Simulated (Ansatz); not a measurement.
# Cu5Mo: the cost of one run

Method: DFT PBE, scalar-relativistic, plane waves, PAW, in Ansatz 0.2.0.

1 further run of the same task is left out (it didn't finish).

## Step 1: Starting point

The structure is hexagonal, space group P6/mmm (No. 191). Conventional cell: a = 4.274 Å, b = 4.274 Å, c = 6.234 Å, α = 90.00°, β = 90.00°, γ = 120.00°. Around Cu (site symmetry 3m) lie 4 Cu at 2.47 to 2.64 Å and 3 Mo at 2.80 Å. Around Cu (site symmetry 6/mmm) lie 12 Cu at 3.05 Å and 2 Mo at 3.12 Å. Mo (site symmetry 6/mmm) is surrounded by 14 Cu at 2.80 to 3.12 Å.

Structure file:

```xyz
6
Lattice="4.2741 0.0000 0.0000 -2.1371 3.7015 0.0000 0.0000 0.0000 6.2339" Properties=species:S:1:pos:R:3 pbc="T T T"
Cu    0.0000    2.4677    1.7974
Cu    0.0000    2.4677    4.4365
Cu    2.1371    1.2338    4.4365
Cu    2.1371    1.2338    1.7974
Cu    0.0000    0.0000    0.0000
Mo    0.0000    0.0000    3.1170
```

The cell is invented: random cell by space group and Wyckoff sites (P6/mmm, No. 191). Lengths come from tabulated atomic sizes and are only a guess.

## Step 2: Probe: one point on a coarse mesh

input.yaml reads:

```yaml
crystal:
  lattice:
    - [4.27414083, 0.0, 0.0]
    - [-2.13707041, 3.70151454, 0.0]
    - [0.0, 0.0, 6.23393469]
  atoms:
    - { symbol: Cu, position: [0.33333333, 0.66666667, 0.28832443] }
    - { symbol: Cu, position: [0.33333333, 0.66666667, 0.71167557] }
    - { symbol: Cu, position: [0.66666667, 0.33333333, 0.71167557] }
    - { symbol: Cu, position: [0.66666667, 0.33333333, 0.28832443] }
    - { symbol: Cu, position: [0.0, 0.0, 0.0] }
    - { symbol: Mo, position: [0.0, 0.0, 0.5] }
basis:
  ecutwfc: 420
kpoints:
  mp_grid: { grid: [6, 6, 4] }
hamiltonian:
  xc: pbe
scf:
  occupations: { method: gaussian, width: 0.1 }
  lower_state_search: "off"
output:
  forces: true
  stress: true
  eigenvalues: true
```

The run is started by

```console
$ ansatz run input.yaml --threads 1 --pin off --max-ram 2560MiB --backend cpu --events-out ev --progress --plain --runs-dir out
```

Q: Estimate wall time and peak memory on 1 thread of Arm Neoverse V2, shared host.

About 9 s, with a peak of 0.41 GiB.
